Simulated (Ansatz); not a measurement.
# InSb5: the cost of one run

Method: DFT PBE, scalar-relativistic, plane waves, PAW, in Ansatz 0.2.0.

### 1 Starting point

The structure is tetragonal, space group P4/mmm (No. 123). The conventional cell has a = 3.532 Å, b = 3.532 Å, c = 14.964 Å, α = 90.00°, β = 90.00°, γ = 90.00°. Around In (site symmetry 4/mmm) lie 4 In at 3.53 Å and 8 Sb at 3.63 Å. Sb (site symmetry 4mm) is surrounded by 12 Sb at 3.44 to 3.53 Å. Sb (site symmetry 4mm) is surrounded by 8 Sb at 3.44 to 3.53 Å and 4 In at 3.63 Å. Sb (site symmetry 4/mmm) has 12 Sb at 3.52 to 3.53 Å in its first shell of neighbours.

Coordinates:

```xyz
6
Lattice="3.5325 0.0000 0.0000 0.0000 3.5325 0.0000 0.0000 0.0000 14.9635" Properties=species:S:1:pos:R:3 pbc="T T T"
In    1.7662    1.7662    0.0000
Sb    1.7662    1.7662    5.0050
Sb    1.7662    1.7662    9.9585
Sb    0.0000    0.0000    2.6334
Sb    0.0000    0.0000   12.3302
Sb    0.0000    0.0000    7.4818
```

The cell is invented: species swapped into a database cell of Hf5Pb (P4/mmm, No. 123), with Sb on the Hf sites and In on the Pb sites. Its size is a rough estimate.

### 2 A first look at the guess

input.yaml

```yaml
crystal:
  lattice:
    - [3.53249641, 0.0, 0.0]
    - [0.0, 3.53249641, 0.0]
    - [0.0, 0.0, 14.96354104]
  atoms:
    - { symbol: In, position: [0.5, 0.5, 0.0] }
    - { symbol: Sb, position: [0.5, 0.5, 0.33448228] }
    - { symbol: Sb, position: [0.5, 0.5, 0.66551772] }
    - { symbol: Sb, position: [0.0, 0.0, 0.1759868] }
    - { symbol: Sb, position: [0.0, 0.0, 0.8240132] }
    - { symbol: Sb, position: [0.0, 0.0, 0.5] }
basis:
  ecutwfc: 420
kpoints:
  mp_grid: { grid: [6, 6, 1] }
hamiltonian:
  xc: pbe
scf:
  occupations: { method: gaussian, width: 0.1 }
  lower_state_search: "off"
output:
  forces: true
  stress: true
  eigenvalues: true
```

Launch:

```console
$ ansatz run input.yaml --threads 1 --pin off --max-ram 2560MiB --backend cpu --events-out ev --progress --plain --runs-dir out
```

Q: Estimate wall time and peak memory on 1 thread of Arm Neoverse V1, shared host.

About 5.7 s, with a peak of 0.42 GiB.
